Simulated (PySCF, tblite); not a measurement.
# C₁₃H₉N: excited states

Aim: compute the excited states of C₁₃H₉N (`c1ccc2nc3ccccc3cc2c1`).

Programs: tblite 0.8.0 and PySCF 2.14.0, with routines of our own; each step states its level. All values are computed. Atoms count from 0.

### Step 1. The system as given

23 atoms, charge 0, multiplicity 1; geometry from: force field or distance geometry start.

### Step 2. Optimising the geometry with GFN2-xTB

The job: settings as JSON, then the geometry in Å.

```
{"job": {"kind": "relax", "xc": "GFN2-xTB", "basis": "xTB"}, "charge": 0, "multiplicity": 1}
C      3.649900    -0.548700    -0.100700
C      3.586500     0.797300     0.261100
C      2.363700     1.422000     0.431600
C      1.156100     0.760400     0.215600
N     -0.005900     1.408000     0.396700
C     -1.167400     0.754400     0.188100
C     -2.363400     1.433100     0.356700
C     -3.591000     0.804300     0.171700
C     -3.633900    -0.542200    -0.203300
C     -2.452500    -1.241600    -0.377200
C     -1.213900    -0.602400    -0.187700
C     -0.000300    -1.277700    -0.353500
C      1.208500    -0.601600    -0.141100
C      2.459100    -1.245800    -0.313800
H      4.596100    -1.035100    -0.221900
H      4.506800     1.351000     0.451000
H      2.323900     2.476500     0.721600
H     -2.340200     2.472000     0.651400
H     -4.519300     1.361400     0.314900
H     -4.588900    -1.033500    -0.349900
H     -2.492000    -2.281000    -0.668400
H      0.005600    -2.319400    -0.644400
H      2.507900    -2.284400    -0.588300
```

Run with:

```sh
$ OMP_NUM_THREADS=1 python excited_run.py task.json out
```

This one command runs all jobs of the session in turn.

What it wrote:

```text
step      E/eV     max force
  0    -961.39288    2.093
  1    -961.52335    0.825
  2    -961.54864    0.209
  3    -961.55351    0.171
  4    -961.56027    0.173
  5    -961.56275    0.121
  6    -961.56480    0.081
  7    -961.56582    0.069
  8    -961.56654    0.070
  9    -961.56705    0.058
 10    -961.56746    0.051
 11    -961.56779    0.045
 12    -961.56809    0.050
 13    -961.56835    0.034
 14    -961.56855    0.036
 15    -961.56872    0.031
 16    -961.56885    0.022
 17    -961.56896    0.021
 18    -961.56905    0.023
 19    -961.56914    0.025
 20    -961.56924    0.023
 21    -961.56933    0.019
 22    -961.56939    0.014
 23    -961.56942    0.012
 24    -961.56944    0.011
 25    -961.56946    0.007
```

Wall time 0.44 s (1 thread of Arm Neoverse N1, shared host).

Along the way:

```tsv
step	energy from step 0 (eV)	largest force (eV/Å)
0	0.0000	2.0926
1	-0.1305	0.8253
2	-0.1558	0.2093
3	-0.1606	0.1711
4	-0.1674	0.1726
5	-0.1699	0.1211
6	-0.1719	0.0807
7	-0.1729	0.0686
8	-0.1737	0.0703
9	-0.1742	0.0579
10	-0.1746	0.0507
11	-0.1749	0.0455
12	-0.1752	0.0504
13	-0.1755	0.0341
14	-0.1757	0.0363
15	-0.1758	0.0312
16	-0.1760	0.0217
17	-0.1761	0.0214
18	-0.1762	0.0232
19	-0.1763	0.0250
20	-0.1764	0.0230
21	-0.1765	0.0188
22	-0.1765	0.0141
23	-0.1765	0.0123
24	-0.1766	0.0108
25	-0.1766	0.0073
```

Distances of close pairs at the start and the end, largest changes first:

```tsv
bond	before (Å)	after (Å)	change (Å)
C0–C13	1.396	1.361	-0.035
C5–C6	1.385	1.419	+0.033
C6–C7	1.392	1.361	-0.030
C5–C10	1.409	1.434	+0.026
C3–C12	1.409	1.434	+0.026
C2–C3	1.394	1.419	+0.025
C8–C9	1.384	1.361	-0.023
C1–C2	1.384	1.361	-0.023
```

The next job starts from the end point, and lists it.

### Step 3. Vibrational analysis with GFN2-xTB

The job: settings as JSON, then the geometry in Å.

```
{"job": {"kind": "ir", "xc": "GFN2-xTB", "basis": "xTB"}, "charge": 0, "multiplicity": 1}
C      3.616191    -0.539923    -0.096507
C      3.555831     0.819885     0.279281
C      2.357940     1.447170     0.435104
C      1.143799     0.744475     0.222713
N     -0.004637     1.391881     0.385368
C     -1.148991     0.746459     0.189413
C     -2.367771     1.450856     0.366966
C     -3.561635     0.825138     0.177200
C     -3.613178    -0.534745    -0.199821
C     -2.466778    -1.246038    -0.381027
C     -1.202741    -0.634914    -0.193606
C      0.004092    -1.307845    -0.362767
C      1.206612    -0.636788    -0.159264
C      2.474533    -1.249775    -0.310407
H      4.581422    -1.010929    -0.212110
H      4.478530     1.358134     0.441665
H      2.290808     2.484930     0.721548
H     -2.306953     2.488734     0.654662
H     -4.487719     1.364636     0.314231
H     -4.575543    -1.004306    -0.342810
H     -2.497377    -2.287574    -0.669565
H      0.007219    -2.351343    -0.651490
H      2.511595    -2.291136    -0.598697
```

What it wrote:

```text
mode    cm-1     km/mol
  1      83.6      1.09
  2     100.3      0.02
  3     215.1      0.01
  4     231.6      1.16
  5     249.2      1.62
  6     340.9      2.46
  7     397.9      0.29
  8     401.2      0.01
  9     429.7      0.01
 10     445.0      0.00
 11     463.7      0.04
 12     496.2      0.76
 13     552.9      0.67
 14     574.7      2.99
 15     583.9      2.48
 16     649.7      2.83
 17     704.9      0.00
 18     735.6     23.65
 19     753.6     25.55
 20     775.8      1.79
 21     778.5      0.06
 22     860.8      6.06
 23     869.2     24.36
 24     869.4      1.80
 25     875.3      0.01
 26     876.4      0.08
 27     880.8      1.59
 28     916.6      0.08
 29     917.4      2.24
 30     929.8      0.29
 31     930.0      0.09
 32    1057.6      0.14
 33    1061.5      0.02
 34    1136.9      0.20
 35    1154.4      3.32
 36    1167.6      2.33
 37    1172.7      0.60
 38    1176.0      0.04
 39    1211.6      0.08
 40    1242.8      0.36
 41    1294.6      0.04
 42    1297.3      1.96
 43    1308.5      2.18
 44    1351.8      0.87
 45    1376.3      6.32
 46    1405.5      8.85
 47    1425.7      1.41
 48    1457.8      3.44
 49    1479.2      9.52
 50    1522.8     14.51
 51    1536.7     18.37
 52    1565.2     19.51
 53    1607.2      2.58
 54    1625.4      0.17
 55    3047.2     24.26
 56    3065.1      2.10
 57    3066.1     38.16
 58    3075.6     23.53
 59    3075.9     33.10
 60    3087.0    112.56
 61    3087.9     49.58
 62    3104.8     19.82
 63    3105.8     33.73
```

Run time: 2.2 s. Hardware: 1 thread of Arm Neoverse N1, shared host.

The strongest bands and the atoms that carry them (share of the mass-weighted mode):

```tsv
cm⁻¹	km/mol	atoms
754	25.6	C3 19 %, C5 19 %
869	24.4	H21 55 %, C11 19 %
3047	24.3	H21 91 %
3066	38.2	H22 55 %, H20 22 %
3076	33.1	H15 68 %, H14 15 %
3087	112.6	H19 55 %, H18 17 %
3088	49.6	H14 57 %, H15 16 %
3106	33.7	H16 73 %, H17 13 %
```

### Step 4. Excited states: TDA CAM-B3LYP/def2-SVP

Settings changed since step 3:

```diff
@@ -1,2 +1,2 @@
-{"job": {"kind": "ir", "xc": "GFN2-xTB", "basis": "xTB"}, "charge": 0, "multiplicity": 1}
+{"job": {"kind": "states", "xc": "CAM-B3LYP", "basis": "def2-SVP", "tda": true, "soc": true, "nstates": 5, "ntriplets": 4, "nquad": 4}, "charge": 0, "multiplicity": 1}
 C      3.616191    -0.539923    -0.096507
```

Level: TDA CAM-B3LYP/def2-SVP excited states, vertical, gas phase, spin-orbit mean-field couplings.

What it wrote:

```text
coarse grid: 20760 points
cycle   1  E = -554.6815209980  dE =  3.405e+00  |g| = 4.206e-01  |ddm| = 6.979e+00
cycle   2  E = -554.7001024090  dE = -1.858e-02  |g| = 4.038e-01  |ddm| = 1.486e+00
cycle   3  E = -554.7341565781  dE = -3.405e-02  |g| = 1.066e-01  |ddm| = 5.808e-01
cycle   4  E = -554.7365573926  dE = -2.401e-03  |g| = 4.996e-02  |ddm| = 1.718e-01
cycle   5  E = -554.7372104557  dE = -6.531e-04  |g| = 9.858e-03  |ddm| = 8.186e-02
cycle   6  E = -554.7372399228  dE = -2.947e-05  |g| = 3.452e-03  |ddm| = 1.884e-02
cycle   7  E = -554.7372446346  dE = -4.712e-06  |g| = 1.437e-03  |ddm| = 6.070e-03
final grid: 205048 points
cycle   8  E = -554.8509703957  dE = -5.340e-05  |g| = 3.668e-03  |ddm| = 5.311e-02
cycle   9  E = -554.8509720612  dE = -1.666e-06  |g| = 2.954e-03  |ddm| = 1.172e-02
cycle  10  E = -554.8509743334  dE = -2.272e-06  |g| = 6.731e-04  |ddm| = 4.461e-03
cycle  11  E = -554.8509744451  dE = -1.117e-07  |g| = 2.583e-04  |ddm| = 1.037e-03
cycle  12  E = -554.8509744639  dE = -1.887e-08  |g| = 7.063e-05  |ddm| = 4.673e-04
cycle  13  E = -554.8509744657  dE = -1.731e-09  |g| = 3.382e-05  |ddm| = 1.220e-04
cycle  14  E = -554.8509744662  dE = -4.950e-10  |g| = 1.322e-05  |ddm| = 6.512e-05
converged SCF energy = -554.8509744662

Singlet excitations
state   eV       nm        f     d(h-e)  d(exc)  Lambda  PR(NTO)  |dmu|/D   mu/D   main configurations
  1   3.9849   311.1   0.11627   0.104   4.022   0.871   1.173    0.142    1.724   H->L 0.92
  2   4.0970   302.6   0.00170   1.052   3.183   0.436   1.009    1.831    0.035   H-2->L 0.96
  3   4.2447   292.1   0.04705   0.055   3.655   0.634   1.979    0.127    1.739   H-1->L 0.60, H->L+1 0.37
  4   5.2075   238.1   0.00025   0.143   4.011   0.749   1.039    0.359    1.506   H-3->L 0.95
  5   5.6529   219.3   0.00000   1.046   3.242   0.314   1.010                     H-2->L+1 0.96

Triplet excitations (Tamm-Dancoff)
state   eV     d(h-e)  d(exc)  Lambda  PR(NTO)   main configurations
  1   2.3036   0.083   3.466   0.871   1.191   H->L 0.91
  2   3.5736   0.071   2.877   0.747   1.964   H-3->L 0.56, H->L+2 0.32
  3   3.5818   1.033   3.004   0.439   1.011   H-2->L 0.90
  4   3.6138   0.071   3.592   0.645   1.126   H-1->L 0.91
S1 - T1 = 1.6813 eV

Spin-orbit couplings |<S|Hso|T>| (cm-1)
             T1       T2       T3       T4
S0        0.002    0.298   22.175    0.034
S1        0.011    0.107    7.919    0.020
S2        8.469    1.087    0.018    0.938
S3        0.033    0.013    0.938    0.001
S4        0.007    0.016    1.260    0.002
S5        0.061    0.446    0.282    1.058
T1 sublevels (cm-1): 0.000 0.000 0.002   radiative rates (1/s): 6.56e-08 5.1e-05 0.000268
```

Run time: 2.7 min. Hardware: 1 thread of Arm Neoverse N1, shared host; peak memory 1.2 GiB.

From this job:

```tsv
quantity	value
S1 less T1	1.68 eV
```

### Step 5. What came out

| quantity | value |
| --- | --- |
| strongest single infrared mode (GFN2-xTB) | 3087 cm⁻¹, 113 km/mol |
| zero-point energy (GFN2-xTB) | 110.4 kcal/mol |
| S1 less T1 (step 4, TDA CAM-B3LYP/def2-SVP) | 1.68 eV |

What this shows: All 63 modes are real, so the xTB geometry is a minimum. GFN2-xTB is a fitted tight-binding method: band positions and strengths are rough. Its intensities can rank the bands wrongly. In step 4, the number of triplets below S1 is at least 4, and the largest singlet-triplet spin-orbit coupling is S0–T3, 22.18 cm⁻¹.
